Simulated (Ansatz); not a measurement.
I need a single point from an input typed as a dict of Ca, space group Ibam. Use Ansatz 0.2.0, Python API. Level of theory: PBEsol, PAW, cutoff 476 eV, 5×5×5 k-points, cold smearing of 0.15 eV.

```
Ca
1.0
    -3.72277    3.72776    3.33014
     3.72277   -3.72776    3.33014
     3.72277    3.72776   -3.33014
Ca
4
Direct
  0.17042 0.67083 0.84125
  0.82958 0.32917 0.15875
  0.67042 0.82917 0.49959
  0.32958 0.17083 0.50041
```

`ca_deck.py`:
```python
# -*- coding: utf-8 -*-
import logging
import sys

import ansatz as az
import numpy as np

logging.basicConfig(stream=sys.stdout, format="[%(levelname)s] %(message)s")
logger = logging.getLogger("ansatz_job")
logger.setLevel(logging.INFO)

deck = {
    "crystal": {
        "lattice": [
            [-3.722773, 3.727765, 3.330143],
            [3.722773, -3.727765, 3.330143],
            [3.722773, 3.727765, -3.330143],
        ],
        "atoms": [
            {"symbol": "Ca", "position": [0.170423, 0.67083, 0.841252]},
            {"symbol": "Ca", "position": [0.829577, 0.32917, 0.158748]},
            {"symbol": "Ca", "position": [0.670423, 0.82917, 0.499593]},
            {"symbol": "Ca", "position": [0.329577, 0.17083, 0.500407]},
        ],
    },
    "kpoints": {"mp_grid": {"kspacing": 0.3}},
    "hamiltonian": {"xc": "pbesol"},
    "scf": {"occupations": {"method": "cold", "width": 0.15}},
    "basis": {"ecutwfc": "35 Ry"},
    "output": {"forces": True, "stress": True},
}

done = az.Session.from_dict(deck).plan(threads=1).execute()
report = done.report

logger.info(f"free energy      {report['free_energy_ev']:.5f} eV")
logger.info(f"per atom         {report['free_energy_ev'] / len(done.lattice.sites):.5f} eV")
logger.info(f"SCF iterations   {report['n_iterations']}  (converged: {report['converged']})")

forces = np.array(report["forces_ev_ang"])
norms = np.linalg.norm(forces, axis=1)
logger.info("largest force {:.4f} eV/A on atom {}".format(norms.max(), norms.argmax()))
print(np.array2string(forces, precision=4, suppress_small=True))

terms = report["components"]
print({name: round(terms[name], 3) for name in ("e_kinetic", "e_hartree", "e_xc", "e_local", "e_nonlocal")})
```

```console
$ python ca_deck.py
DeckWarning: the atoms were moved onto the symmetric positions of the space group found under crystal.symmetry.tolerance 1.0e-5 (fractional; no operation is sought that the atoms, as they stand in a round, miss by more than twice it, and no atom is moved by [...]
[INFO] free energy      -7174.24207 eV
[INFO] per atom         -1793.56052 eV
[INFO] SCF iterations   7  (converged: True)
[INFO] largest force 0.0263 eV/A on atom 1
[[-0.0165 -0.0205  0.    ]
 [ 0.0165  0.0205  0.    ]
 [ 0.0165 -0.0205 -0.    ]
 [-0.0165  0.0205 -0.    ]]
{'e_kinetic': 1099.133, 'e_hartree': 1209.59, 'e_xc': -535.6, 'e_local': -3577.531, 'e_nonlocal': 258.744}
```
(Warnings from the package without file and line, shortened, repeats left out.)

Reading the output:
- Absolute energies stand on the zero of these potentials, so only differences at equal settings mean something.
- The energy terms are those on the plane-wave grid, with the one-centre PAW part apart; the terms shown are only some of the summands, so they needn't add up to F.
- For a metal this k-point mesh is coarse: on a finer one energies can move by several to tens of meV an atom and pressures by half a GPa or more, differences at one mesh by less.
- Within a few hundredths of an angstrom the cell has the higher group I4/mcm; the lower one is a small distortion.
- This isn't the structure that Ca takes at ambient conditions.
- Processor time in the engine: 5 s on 1 thread of Intel(R) Xeon(R) Processor @ 2.30GHz, on a shared host, peak memory 0.68 GiB.

(A comment or docstring line of the script was reworded after the run, the code is as it ran.)
